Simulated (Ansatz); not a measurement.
# HfB (Fm-3m) in Ansatz: reference runs

Aim: a first look at HfB with PBEsol, on the cell as given and on a disturbed one.

Everything below comes from runs of Ansatz 0.2.0. Logs are shortened: lines on timing, memory, paths and dates and some standing lists are left out, and cuts for length are marked.

### Step 1. The structure

It takes space group Fm-3m (No. 225, cubic). Conventional cell: a = 4.620 Å, b = 4.620 Å, c = 4.620 Å, α = 90.00°, β = 90.00°, γ = 90.00°. Hf (site symmetry m-3m) has 6 B at 2.31 Å as nearest neighbours. B (site symmetry m-3m) has 6 Hf at 2.31 Å as nearest neighbours.

### Step 2. Single point, PBEsol

File input.yaml:

```yaml
crystal:
  lattice:
    - [0.0, 2.31, 2.31]
    - [2.31, 0.0, 2.31]
    - [2.31, 2.31, 0.0]
  atoms:
    - { symbol: Hf, position: [0.5, 0.5, 0.5] }
    - { symbol: B, position: [0.0, 0.0, 0.0] }
kpoints:
  mp_grid: { grid: [10, 10, 10] }
scf:
  occupations: { method: fermi_dirac, width: 0.05 }
hamiltonian:
  xc: pbesol
  pseudopotentials: { kind: all_electron, lapw: { basis_error: 0.001 } }
output:
  forces: true
  stress: true
  eigenvalues: true
  populations: true
```

Potentials or basis: all-electron LAPW, scalar-relativistic.

Command:

```
ansatz run input.yaml --threads 1 --pin off --max-ram 3072MiB --backend cpu --events-out ev --progress --plain --runs-dir out
```

The log of the run:

```text
Warning: RAYON_NUM_THREADS=1 ignored (pool sized by the plan → 1); use --threads N
Hf: projections on atomic orbitals take those of the free atom 1s2 2s2 2p6 3s2 3p6 3d10 4s2 4p6 4d10 4f14 5s2 5p6 5d2 6s2, of charge +0.00 (hamiltonian.pseudopotentials.projection_atoms)
B: projections on atomic orbitals take those of the free atom 1s2 2s2 2p1, of charge +0.00 (hamiltonian.pseudopotentials.projection_atoms)
LAPW: plane waves up to 8.605 Å⁻¹, error target 1.0e-3 eV per atom; small_component_spin mean_spin; B in spheres of 0.904 Å, 5 of its electrons in bands, Dirac shells []; Hf in spheres of 1.406 Å, 42 of its electrons in bands, Dirac shells [] (how accurate: hamiltonian.pseudopotentials.lapw.basis_error, Limitations)
Engine: ansatz 0.2.0, aarch64-unknown-linux-gnu
Pseudopotentials: kind: all_electron
Pseudopotential: Hf, LAPW, valence charge 42, lapw/all_electron/scalar/gaussian/Hf, Koelling and Harmon's equation, gaussian nucleus
Pseudopotential: B, LAPW, valence charge 5, lapw/all_electron/scalar/gaussian/B, Koelling and Harmon's equation, gaussian nucleus
Functional definition: PBEsol
  exchange = pbesol_x
  correlation = pbesol_c
Crystal: 2 atoms, lattice volume = 24.653 Å³
Basis set: ecut = 282.08217336637455 eV, 283 PW (Γ), exchange–correlation at level 2
Bands: 29, of which v1, the nominal top of the filled ones, is band 24 counted from 1 (23 counted from 0)
Symmetry: 48 space group operations
Space group: Fm-3m (ITA 225), of the structure as read, at distance tolerance 2.9e-5 Å
k-points: 47 of 1000
Non-local potential: Hf, projectors of the file, none
Non-local potential: B, projectors of the file, none
Initial density: superposition of atomic densities (chi_scale 0.1, normalization cell, long waves kept (reshape's long-wave potential 0.00 eV rms))
Initial wavefunctions: plane waves of lowest kinetic energy (no species holds an atomic orbital)
Functional: x = pbesol(κ = 0.804, μ = 0.12345679012345678), c = pbesol(β = 0.046)
iter 1 solved again at ethr=4.38e-3 eV; its pass at ethr=1.00e-1 eV (dr2=2.06e0 eV) is discarded
SCF iter   1: F=—  HF=-410801.460278 eV  |F-HF|=—  |Δ(HF+E_count)|=         —  Δρ=7.73e-2  dr2=2.06e0  ethr=4.38e-3  ⟨swp⟩=2.0  Hψ=8273  notcnv=0
preconditioner: auto → none  [insulator: Δε(μ)=0.180 eV  Ē_g=18.028 eV  σ=0.050 eV  W_gap=0.70  n_scr=14 (ndim 8)  ℏωp=38.9 eV  f_vac=0.000  D(μ)=0.70/eV (n_scr^D=0)  ε∞_Penn≈5.6]
iter 2 solved again at ethr=2.06e-4 eV; its pass at ethr=4.38e-3 eV (dr2=9.69e-2 eV) is discarded
SCF iter   2: F=—  HF=-410800.709709 eV  |F-HF|=—  |Δ(HF+E_count)|=   7.51e-1  Δρ=1.87e-2  dr2=9.69e-2  ethr=2.06e-4  ⟨swp⟩=2.0  Hψ=7050  notcnv=0
SCF iter   3: F=—  HF=-410800.563812 eV  |F-HF|=—  |Δ(HF+E_count)|=   1.46e-1  Δρ=5.88e-3  dr2=4.47e-3  ethr=2.06e-4  ⟨swp⟩=2.9  Hψ=4295  notcnv=0
SCF iter   4: F=—  HF=-410800.558427 eV  |F-HF|=—  |Δ(HF+E_count)|=         —  Δρ=3.50e-3  dr2=1.27e-3  ethr=9.51e-6  ⟨swp⟩=2.0  Hψ=3918  notcnv=0
the basis was enlarged: its passes take 739.3 KiB over the memory plan, 1 of 1 planned eigensolver slots
SCF iter   5: F=—  HF=-410800.558558 eV  |F-HF|=—  |Δ(HF+E_count)|=   1.31e-4  Δρ=4.10e-4  dr2=2.81e-5  ethr=2.70e-6  ⟨swp⟩=2.0  Hψ=3918  notcnv=0
SCF iter   6: F=—  HF=-410800.558564 eV  |F-HF|=—  |Δ(HF+E_count)|=   5.60e-6  Δρ=4.07e-5  dr2=1.54e-7  ethr=5.97e-8  ⟨swp⟩=2.7  Hψ=3972  notcnv=0
SCF iter   7: F=-410800.558564 eV  HF=-410800.558564 eV  |F-HF|=4.66e-9  |Δ(HF+E_count)|=   1.87e-7  Δρ=5.74e-6  dr2=7.40e-9  ethr=3.28e-10  ⟨swp⟩=2.3  Hψ=3938  notcnv=0
SCF 1 converged in 7 iterations: F = -410800.558564 eV  dr2 = 7.40e-9
SCF converged after 7 iterations
Free energy (F): -410800.558564 eV
Harris-Foulkes:  -410800.558564 eV  (|F-HF|=4.66e-9)
Internal energy: -410800.548267 eV  (E = F + TS)
E sigma→0 (E₀):  -410800.553415 eV
Entropy (-TS):   -0.010297 eV (-5.149 meV/atom)
Fermi energy:    19.895455 eV
--- Per-component energies (eV) ---
  E_band       = -4070.180053
  E_kinetic    = 456983.134447
  E_xc         = -8401.036493
  E_electrostatic = -859382.646221  (all electrons and nuclei)
  E_smearing   = -0.010297  (= −TS)
  E_closure    = 0.000000  (closes the sum)
  E_atoms      = -410784.893067  (free atoms, spherical and without spin; not in F)
  Σ components = -410800.558564   (vs F -410800.558564, Δ=0.00e0)
  Basis errors (estimates in eV, not in F): energy 4.1e-4 per atom: plane waves 3.8e-4 (2.1e-4 summed), levels above the bands 3.4e-104, relativity 2.8e-8, radial functions 3.3e-5, core shells 4.7e-8; eigenvalues (radial functions only) 4.6e-6; not estimated: angular momenta, meshes, grids; target (lapw.basis_error) 1.0e-3; muffin-tin radii B 0.904 Å, Hf 1.406 Å
--- Forces (eV/Å), atoms counted from 1 ---
  atom   1  Hf    -0.00000000    -0.00000000     0.00000000
  atom   2  B     -0.00000000     0.00000000     0.00000000
  max |Σ_I F_I| component: 3.04e-31 eV/Å
--- Stress (GPa, compression-positive) ---
       23.251521       0.000000      -0.000000
        0.000000      23.251521       0.000000
       -0.000000       0.000000      23.251521
  P = ⅓ Tr σ = 23.2515 GPa (232.515 kbar)
--- Band table (eV; the first three rows and the last of 47) ---
  k-point 0: bands = ["-351.0998", "-351.0998", "-351.0998", "-179.1811", "-179.1811", "-179.1811", "-179.1657", "-179.1657", "-150.4292", "-39.9309", "-8.4341", "-8.4341", "-8.4341", "10.0758", "10.0762", "10.0762", "10.0762", "10.1682", "10.1682", "10.1682", "10.3522", "22.0324", "22.0324", "22.0324", "23.9797", "23.9797", "23.9797", "24.0653", "24.0653"]
  k-point 1: bands = ["-351.0998", "-351.0998", "-351.0998", "-179.1811", "-179.1811", "-179.1811", "-179.1657", "-179.1657", "-150.4292", "-39.9266", "-8.5086", "-8.4417", "-8.4417", "10.0716", "10.0803", "10.0822", "10.0822", "10.1620", "10.1620", "10.1684", "10.6435", "21.1720", "21.7201", "21.7201", "22.8082", "22.8082", "24.3968", "26.1220", "26.1220"]
  k-point 2: bands = ["-351.0998", "-351.0998", "-351.0998", "-179.1811", "-179.1811", "-179.1811", "-179.1657", "-179.1657", "-150.4292", "-39.9152", "-8.6986", "-8.4614", "-8.4614", "10.0645", "10.0929", "10.0980", "10.0980", "10.1470", "10.1470", "10.1691", "11.4518", "19.6835", "20.4516", "20.4516", "23.3623", "23.3623", "24.8764", "28.4934", "28.4934"]
  k-point 46: bands = ["-351.0998", "-351.0998", "-351.0998", "-179.1811", "-179.1811", "-179.1811", "-179.1657", "-179.1657", "-150.4292", "-39.8699", "-8.9633", "-8.8378", "-8.6993", "10.1045", "10.1098", "10.1100", "10.1203", "10.1346", "10.1354", "10.1415", "14.1599", "18.5406", "18.6569", "18.9336", "24.5238", "26.2652", "27.7510", "27.8135", "30.9597"]
--- Löwdin populations: 2 sites ---
  site symbol       q [e]
     0     Hf     71.4766
     1      B      5.5031
  spilling = 0.000264 (of n_electrons = 77.000000)
```

Wall time 9.7 s (1 thread of Arm Neoverse V2, shared host); peak memory 0.3 GiB.

What came out:

- Free energy: -410800.5586 eV
- Pressure: 23.3 GPa
- Band gap on the k mesh: none (metal or under the smearing width)
- Loewdin charges: Hf +0.52; B -0.50 e

Levels at points of the mesh, in eV from the Fermi level:
| k point | band 20 | band 21 | band 22 | band 23 | band 24 | band 25 | band 26 | band 27 | band 28 | band 29 |
| --- | --- | --- | --- | --- | --- | --- | --- | --- | --- | --- |
| (0.00, 0.00, 0.00) | -9.73 | -9.54 | 2.14 | 2.14 | 2.14 | 4.08 | 4.08 | 4.08 | 4.17 | 4.17 |
| (0.00, 0.00, -0.50) | -9.72 | -5.03 | -3.94 | -1.39 | -1.39 | 6.47 | 6.47 | 7.53 | 8.52 | 13.95 |
| (0.00, -0.50, -0.50) | -9.75 | -6.70 | -1.15 | -0.90 | 2.46 | 2.46 | 6.20 | 7.84 | 7.84 | 9.35 |

Caveat: so large a pressure means that the cell lies far from this level's equilibrium, or that cutoff or potentials fall short.

### Step 3. Single point, PBEsol (atoms moved at random, drawn with an rms of 0.05 Å)

input.yaml: that of step 2 with these lines changed.

```diff
@@ -6,4 +6,4 @@
   atoms:
-    - { symbol: Hf, position: [0.5, 0.5, 0.5] }
-    - { symbol: B, position: [0.0, 0.0, 0.0] }
+    - { symbol: Hf, position: [0.496794, 0.511414, 0.508457] }
+    - { symbol: B, position: [-0.009645, -0.005392, -0.007183] }
 kpoints:
```

Potentials or basis: all-electron LAPW, scalar-relativistic.

Command:

```
ansatz run input.yaml --threads 1 --pin off --max-ram 3072MiB --backend cpu --events-out ev --progress --plain --runs-dir out
```

The log of the run:

```text
Warning: RAYON_NUM_THREADS=1 ignored (pool sized by the plan → 1); use --threads N
Hf: projections on atomic orbitals take those of the free atom 1s2 2s2 2p6 3s2 3p6 3d10 4s2 4p6 4d10 4f14 5s2 5p6 5d2 6s2, of charge +0.00 (hamiltonian.pseudopotentials.projection_atoms)
B: projections on atomic orbitals take those of the free atom 1s2 2s2 2p1, of charge +0.00 (hamiltonian.pseudopotentials.projection_atoms)
LAPW: plane waves up to 8.922 Å⁻¹, error target 1.0e-3 eV per atom; small_component_spin mean_spin; B in spheres of 0.869 Å, 5 of its electrons in bands, Dirac shells []; Hf in spheres of 1.367 Å, 42 of its electrons in bands, Dirac shells [] (how accurate: hamiltonian.pseudopotentials.lapw.basis_error, Limitations)
[... 7 set-up lines as earlier in the session ...]
Crystal: 2 atoms, lattice volume = 24.653 Å³
[... 36 lines left out ...]
  E_smearing   = -0.008578  (= −TS)
  E_closure    = 0.000000  (closes the sum)
  E_atoms      = -410784.893067  (free atoms, spherical and without spin; not in F)
  Σ components = -410800.498234   (vs F -410800.498234, Δ=0.00e0)
  Basis errors (estimates in eV, not in F): energy 4.4e-4 per atom: plane waves 4.0e-4 (2.2e-4 summed), levels above the bands 9.3e-104, relativity 3.2e-8, radial functions 4.1e-5, core shells 1.2e-7; eigenvalues (radial functions only) 2.7e-6; not estimated: angular momenta, meshes, grids; target (lapw.basis_error) 1.0e-3; muffin-tin radii B 0.869 Å, Hf 1.367 Å
--- Forces (eV/Å), atoms counted from 1 ---
  atom   1  Hf    -0.82971837    -0.55929865    -0.58929935
  atom   2  B      0.82975975     0.55932888     0.58933138
  max |Σ_I F_I| component: 4.14e-5 eV/Å
--- Stress (GPa, compression-positive) ---
       24.615924      -0.510153      -0.538152
       -0.510153      23.722481      -0.359577
       -0.538152      -0.359577      23.806050
  P = ⅓ Tr σ = 24.0482 GPa (240.482 kbar)
--- Band table (eV; the first three rows and the last of 504) ---
  k-point 0: bands = ["-351.1036", "-351.1029", "-351.1029", "-179.1846", "-179.1845", "-179.1841", "-179.1692", "-179.1686", "-150.4094", "-39.9352", "-8.4445", "-8.4404", "-8.4385", "10.0614", "10.0722", "10.0726", "10.0730", "10.1646", "10.1647", "10.1649", "10.3719", "21.7987", "21.9158", "21.9818", "23.3657", "23.5687", "24.2869", "24.6313", "24.7740"]
  k-point 1: bands = ["-351.1036", "-351.1029", "-351.1029", "-179.1846", "-179.1845", "-179.1841", "-179.1692", "-179.1686", "-150.4094", "-39.9308", "-8.5164", "-8.4506", "-8.4462", "10.0655", "10.0751", "10.0774", "10.0787", "10.1585", "10.1586", "10.1649", "10.6578", "20.9862", "21.6445", "21.7132", "22.7495", "22.9171", "24.3207", "26.2739", "26.4170"]
  k-point 2: bands = ["-351.1036", "-351.1029", "-351.1029", "-179.1846", "-179.1845", "-179.1841", "-179.1692", "-179.1686", "-150.4094", "-39.9195", "-8.7066", "-8.4706", "-8.4661", "10.0606", "10.0891", "10.0928", "10.0944", "10.1434", "10.1436", "10.1656", "11.4632", "19.5743", "20.4351", "20.5370", "23.3124", "23.3520", "24.8144", "28.5887", "28.6955"]
  k-point 503: bands = ["-351.1036", "-351.1029", "-351.1029", "-179.1846", "-179.1845", "-179.1841", "-179.1692", "-179.1686", "-150.4094", "-39.8896", "-9.1698", "-8.5221", "-8.5188", "10.0436", "10.0999", "10.1003", "10.1256", "10.1467", "10.1476", "10.1675", "14.8093", "16.0029", "18.4873", "18.4893", "26.3578", "26.3708", "27.4537", "28.4404", "33.7626"]
--- Löwdin populations: 2 sites ---
  site symbol       q [e]
     0     Hf     71.4758
     1      B      5.5039
  spilling = 0.000263 (of n_electrons = 77.000000)
```

Wall time 3 min (1 thread of Arm Neoverse V2, shared host); peak memory 1 GiB.

What came out:

* Free energy: -410800.4982 eV
* Pressure: 24.0 GPa
* Largest force: 1.161 eV/Å
* Band gap on the k mesh: none (metal or under the smearing width)
* Loewdin charges: Hf +0.52; B -0.50 e

Forces in eV/Å, atoms in the order of the input:
```
Hf  -0.830 -0.559 -0.589
B    0.830  0.559  0.589
```

Levels at points of the mesh, in eV from the Fermi level:
```
              k point  band 22  band 23  band 24  band 25  band 26  band 27
   (0.00, 0.00, 0.00)     1.88     2.00     2.06     3.45     3.65     4.37
  (0.00, 0.00, -0.50)    -3.96    -1.40    -1.36     6.41     6.43     7.49
  (0.00, -0.50, 0.00)    -3.96    -1.40    -1.37     6.41     6.43     7.50
 (0.00, -0.50, -0.50)    -1.23    -0.90     2.41     2.52     6.21     7.80
  (-0.50, 0.00, 0.00)    -3.97    -1.39    -1.36     6.41     6.42     7.49
 (-0.50, 0.00, -0.50)    -1.26    -0.91     2.39     2.56     6.23     7.80
 (-0.50, -0.50, 0.00)    -1.26    -0.91     2.39     2.56     6.22     7.80
(-0.50, -0.50, -0.50)    -3.92    -1.43    -1.43     6.44     6.45     7.53
```
